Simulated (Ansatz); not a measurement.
# CHCdN: geometry and frequencies at several levels

The task here is to estimate one member of a computed series from the others.

Computed with Ansatz 0.2.0 (the levels named in each step, unless a step's input says otherwise).

## The starting structure

Bond lengths: N1–C2 1.148 Å, C2–Cd3 2.130 Å, Cd3–H4 1.645 Å. Angles: N1–C2–Cd3 180.0°, C2–Cd3–H4 180.0°.

Coordinates:

```xyz
4

N     0.0000    0.0000   -2.3375
C     0.0000    0.0000   -1.1894
Cd    0.0000    0.0000    0.9408
H     0.0000    0.0000    2.5862
```

Set-up of the first run:

Contents of input.yaml:

```yaml
crystal:
  periodic: [false, false, false]
  atoms:
    - { symbol: "N", position_ang: [0.0, 0.0, -2.33751] }
    - { symbol: C, position_ang: [0.0, 0.0, -1.18945] }
    - { symbol: Cd, position_ang: [0.0, 0.0, 0.9408] }
    - { symbol: H, position_ang: [0.0, 0.0, 2.58616] }
basis:
  gaussian: { orbitals: def2-SVP }
hamiltonian:
  xc: pbe
  dispersion: d4
relax:
  f_tol: 0.03
  max_steps: 200
```

Launch:

```bash
> ansatz run input.yaml --threads 2 --pin off --max-ram 5120MiB --backend cpu --events-out ev --progress --plain --runs-dir out
```

Steps of the session up to this table: A rough first relaxation, PBE-D4/def2-SVP; Relaxation, PBE0-D4/def2-TZVPP; Frequencies, PBE0-D4/def2-TZVPP; Relaxation, PBE-D4/def2-TZVPP; Frequencies, PBE-D4/def2-TZVPP; Relaxation, r2SCAN-D4/def2-TZVPP; Frequencies, r2SCAN-D4/def2-TZVPP; Relaxation, B3LYP-D4/def2-TZVPP; Frequencies, B3LYP-D4/def2-TZVPP; Relaxation, B2PLYP/def2-TZVPP.

One table of the session follows, with a row left open; its other results are not shown here.

```
               level  N1–C2 (Å)  C2–Cd3 (Å)  rotational constants (MHz)  dipole (D)  highest frequency (cm⁻¹)
  PBE0-D4/def2-TZVPP          ?           ?                           ?           ?                         ?
   PBE-D4/def2-TZVPP     1.1671      2.0732                      3008.9        3.94                      2199
r2SCAN-D4/def2-TZVPP     1.1584      2.0649                      3039.1        4.01                      2262
 B3LYP-D4/def2-TZVPP     1.1547      2.0817                      3008.5        4.11                      2282
   B2PLYP/def2-TZVPP     1.1626      2.0704                      3021.6        4.05                         -
```

Q: Estimate the row for PBE0-D4/def2-TZVPP from the others.

The run gave: N1–C2 (Å): 1.1541; C2–Cd3 (Å): 2.0689; rotational constants (MHz): 3036.1; dipole (D): 4.03; highest frequency (cm⁻¹): 2306. In the column «N1–C2 (Å)» it is the lowest.
